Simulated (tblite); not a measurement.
# C4H10O3Si: the cost of one run

Computed with tblite 0.8.0 and PySCF 2.14.0, with density-fitted response routines of our own, on a single molecule in the gas phase. Atoms are numbered from 0 throughout.

### 1 The molecule as given

18 atoms, charge 0, multiplicity 1; geometry from: force field or distance geometry start.

Bonds of the start (Å): C0–O1 1.38, O1–C2 1.38, C2–Si3 1.85, Si3–O4 1.74, O4–C5 1.39, C5–C6 1.51, C5–O7 1.26, C0–H8 1.12, C0–H9 1.11, C0–H10 1.13, C2–H11 1.12, C2–H12 1.12, Si3–H13 1.48, Si3–H14 1.46, C6–H15 1.10, C6–H16 1.12, C6–H17 1.11.

### 2 Geometry optimisation with GFN2-xTB

The job: settings as JSON, then the geometry in Å.

```
{"job": {"kind": "relax", "xc": "GFN2-xTB", "basis": "xTB"}, "charge": 0, "multiplicity": 1}
C     -3.355800     0.915300     0.084100
O     -2.298300     0.096300     0.414400
C     -1.555700    -0.097300    -0.733500
Si    -0.077000    -1.179200    -0.480300
O      1.289500    -0.243500     0.055700
C      2.518500    -0.432200    -0.563900
C      3.643200     0.429500    -0.051800
O      2.719300    -1.262200    -1.485100
H     -2.991100     1.902500    -0.309700
H     -3.990200     0.432700    -0.691400
H     -4.032400     1.095600     0.974800
H     -2.253700    -0.460900    -1.524500
H     -1.250600     0.933500    -1.050800
H     -0.359100    -2.246900     0.505900
H      0.188500    -1.817200    -1.768700
H      3.940600     0.163000     0.976700
H      3.367200     1.515100    -0.147600
H      4.488400     0.262300    -0.745600
```

Started as:

```
$ OMP_NUM_THREADS=1 python probes_run.py task.json out
```

This one command runs all jobs of the session in turn.

**Question.** How long does this first job take on 1 thread of Arm Neoverse V2, shared host, and how much memory does it need?

About 1.1 s, with a peak of 0.18 GiB.
